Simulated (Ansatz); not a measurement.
# Ru2F: the cost of one run

Program: Ansatz 0.2.0. Level of theory: DFT PBE, scalar-relativistic, plane waves, PAW. These are calculated values, not measurements.

**1. Starting point**

It takes space group I4/mmm (No. 139, tetragonal). Conventional cell: a = 3.594 Å, b = 3.594 Å, c = 4.803 Å, α = 90.00°, β = 90.00°, γ = 90.00°. Ru (site symmetry -4m2) is surrounded by 4 F at 2.16 Å and 2 Ru at 2.40 Å. F (site symmetry 4/mmm) has 8 Ru at 2.16 Å as nearest neighbours.

Structure file:

```
Ru F
1.0
    -1.79710    1.79710    2.40157
     1.79710   -1.79710    2.40157
     1.79710    1.79710   -2.40157
Ru F
2 1
Direct
  0.75000 0.25000 0.50000
  0.25000 0.75000 0.50000
  0.00000 0.00000 0.00000
```

The cell is invented: species swapped into a database cell of TiH2 (I4/mmm, No. 139), with F on the Ti sites and Ru on the H sites. Its size is a rough estimate.

**2. Probe: one point on a coarse mesh**

input.yaml

```yaml
crystal:
  lattice:
    - [-1.79709884, 1.79709884, 2.40157248]
    - [1.79709884, -1.79709884, 2.40157248]
    - [1.79709884, 1.79709884, -2.40157248]
  atoms:
    - { symbol: Ru, position: [0.75, 0.25, 0.5], spin: 1.0 }
    - { symbol: Ru, position: [0.25, 0.75, 0.5], spin: 1.0 }
    - { symbol: F, position: [0.0, 0.0, 0.0] }
basis:
  ecutwfc: 420
kpoints:
  mp_grid: { grid: [6, 6, 6] }
hamiltonian:
  xc: pbe
scf:
  occupations: { method: gaussian, width: 0.1 }
  lower_state_search: "off"
output:
  forces: true
  stress: true
  eigenvalues: true
  populations: true
magnetization:
  spin_polarized: true
```

The run is started by

```sh
> ansatz run input.yaml --threads 1 --pin off --max-ram 2560MiB --backend cpu --events-out ev --progress --plain --runs-dir out
```

What time and memory should one allow on 1 thread of Intel Xeon Platinum 8488C (Sapphire Rapids), shared host?

About 3.7 s, with a peak of 0.35 GiB.
